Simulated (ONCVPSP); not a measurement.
# Cl: the cost of one run

Method: ONCVPSP 4.0.1.1 (patched build), LDA (Perdew-Wang 92), scalar-relativistic.

### 1 Settings

Typed settings, in words:

| Property | Result |
| --- | --- |
| element | chlorine (Cl, Z = 17) |
| type | optimised norm-conserving Vanderbilt (ONCV) |
| frozen core | [He] |
| valence charge | 15 |
| reference configuration | 2s2 2p6 3s2 3p5 |
| partial waves | 2s+3s: rc 0.65 bohr, ncon 3, nbas 6, qcut 19.7 1/bohr, 2 projectors; 2p+3p: rc 0.60 bohr, ncon 3, nbas 7, qcut 20.4 1/bohr, 2 projectors; d scattering state at 0.04 Ha: rc 0.55 bohr, ncon 4, nbas 7, qcut 18.9 1/bohr, 1 projector |
| local potential | polynomial inside 0.45 bohr (lpopt 5, dvloc0 -1 Ha) |
| core correction | Teter function, fcfact 3, rcfact 1.1 |

The nodes and maxima of the atom's own shells, from an earlier all-electron run, set the scale for the radii.

All-electron outer shells of the reference configuration (LDA (PZ), scalar-relativistic, ld1.x):

```tsv
shell	level (eV)	outermost node (bohr)	outermost maximum (bohr)
1s	-2741.96	–	0.06
2s	-251.73	0.12	0.36
2p	-191.63	–	0.30
3s	-20.69	0.56	1.27
3p	-8.70	0.53	1.43
```

### 2 Generation

Cl.dat

```
# ATOM AND REFERENCE CONFIGURATION
# atsym  z   nc   nv     iexc    psfile
  Cl 17.00    1    4  -001012      upf
#
#   n    l    f
    1    0    2.00
    2    0    2.00
    2    1    6.00
    3    0    2.00
    3    1    5.00
#
# PSEUDOPOTENTIAL AND OPTIMIZATION
# lmax
    2
#
#   l,   rc,      ep,       ncon, nbas, qcut
    0    0.65    0.00    3    6   19.70
    1    0.60    0.00    3    7   20.40
    2    0.55    0.04    4    7   18.90
#
# LOCAL POTENTIAL
# lloc, lpopt,  rc(5),   dvloc0
    4    5    0.45   -1.00
#
# VANDERBILT-KLEINMAN-BYLANDER PROJECTORs
# l, nproj, debl
    0    2    2.70
    1    2    1.00
    2    1    3.60
#
# MODEL CORE CHARGE
# icmod, fcfact, rcfact
    3    3.00    1.10
#
# LOG DERIVATIVE ANALYSIS
# epsh1, epsh2, depsh
  -11.00    5.00    0.04
#
# OUTPUT GRID
# rlmax, drl
    6.00    0.01
#
# TEST CONFIGURATIONS
# ncnf
    4
# nvcnf
#   n    l    f
    4
    2    0    2.00
    2    1    6.00
    3    0    2.00
    3    1    4.00
#
    4
    2    0    2.00
    2    1    6.00
    3    0    2.00
    3    1    3.00
#
    4
    2    0    2.00
    2    1    6.00
    3    0    2.00
    3    1    2.00
#
    4
    2    0    1.00
    2    1    6.00
    3    0    2.00
    3    1    5.00
#
```

Command:

```sh
oncvpsp.x < Cl.dat > Cl.out
```

**Question.** How long does this run take on 1 thread of AMD EPYC 9R45, shared host?

About 2.4 s.
